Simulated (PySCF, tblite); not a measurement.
# C7H10N radical: geometry, infrared bands and EPR parameters

Wanted: the infrared bands and EPR parameters of C7H10N radical (`CN[C@@]12C=CC[C]1C2`), by calculation.

The runs use tblite 0.8.0 and PySCF 2.14.0, with density-fitted response routines of our own; the level of theory stands in each step. All values are computed, except where a source is named. Atoms count from 0, in the outputs and in this text.

**1. The starting structure**

18 atoms, charge 0, multiplicity 2; geometry from: force field or distance geometry start.

Bonds of the start (Å): C0–N1 1.46, N1–C2 1.42, C2–C3 1.46, C3–C4 1.33, C4–C5 1.49, C5–C6 1.52, C6–C7 1.50, C6–C2 1.51, C7–C2 1.52, C0–H8 1.13, C0–H9 1.10, C0–H10 1.10, N1–H11 1.04, C3–H12 1.09, C4–H13 1.09, C5–H14 1.12, C5–H15 1.10, C7–H16 1.11, C7–H17 1.11.

**2. Relaxing the molecule with GFN2-xTB**

Job settings and geometry (Å):

```
{"job": {"kind": "relax", "xc": "GFN2-xTB", "basis": "xTB"}, "charge": 0, "multiplicity": 2}
C      2.384500    -0.298200     0.272500
N      1.476900    -0.146100    -0.857100
C      0.108900    -0.045500    -0.485900
C     -0.611900    -1.086100     0.239300
C     -1.575700    -0.603900     1.023100
C     -1.653900     0.879600     0.898200
C     -0.489300     1.250300    -0.007400
C     -0.687000     0.835400    -1.437900
H      2.576100     0.721600     0.712100
H      3.331300    -0.679900    -0.127900
H      2.016200    -0.976900     1.055400
H      1.645700    -0.836500    -1.614500
H     -0.395400    -2.151600     0.196000
H     -2.227900    -1.206400     1.650300
H     -1.500000     1.344400     1.904200
H     -2.637500     1.178900     0.498600
H     -1.642200     0.373300    -1.764400
H     -0.127500     1.454000    -2.166200
```

On the command line:

```console
$ OMP_NUM_THREADS=1 python probes_run.py task.json out
```

This one command runs all jobs of the session in turn.

**Question.** This job is followed by: GFN2-xTB harmonic vibrations, gas phase; UKS B3LYP, pcH-1 on C H N, non-relativistic, mean-field spin-orbit, GIAO. What will the session give for the following? strongest single infrared mode (GFN2-xTB); zero-point energy (GFN2-xTB); g(iso) (B3LYP); ⟨S²⟩; largest a(iso) (averaged by class); potential on the surface of density 0.002 e/bohr³, 1st and 99th percentile.

As calculated:

```
                                                                  quantity                 value
                                 strongest single infrared mode (GFN2-xTB)  2873 cm⁻¹, 81 km/mol
                                              zero-point energy (GFN2-xTB)         94.1 kcal/mol
                                                            g(iso) (B3LYP)               2.00280
                                                                      ⟨S²⟩    0.753 (exact 0.75)
                                        largest a(iso) (averaged by class)  13C on C6, 373.2 MHz
potential on the surface of density 0.002 e/bohr³, 1st and 99th percentile    -1.43 V and 1.28 V
```

In words: Relaxing lowered the energy by 0.347 eV in 58 steps; the close pair that moved most is C6–C7, from 1.503 to 1.464 Å. All 48 modes are real, so the xTB geometry is a minimum. The strongest single mode, at 2873 cm⁻¹, moves mainly H10. GFN2-xTB is a fitted tight-binding method: band positions and strengths are rough. Its intensities can rank the bands wrongly. C6 carries the largest spin population, 0.86 e. The isotropic g lies 0.5 ppt above the free-electron value. These values are for one conformer; the search (at its own cheap level) found 1 more, at 0.20 kcal/mol, and measured spectra average over such forms.
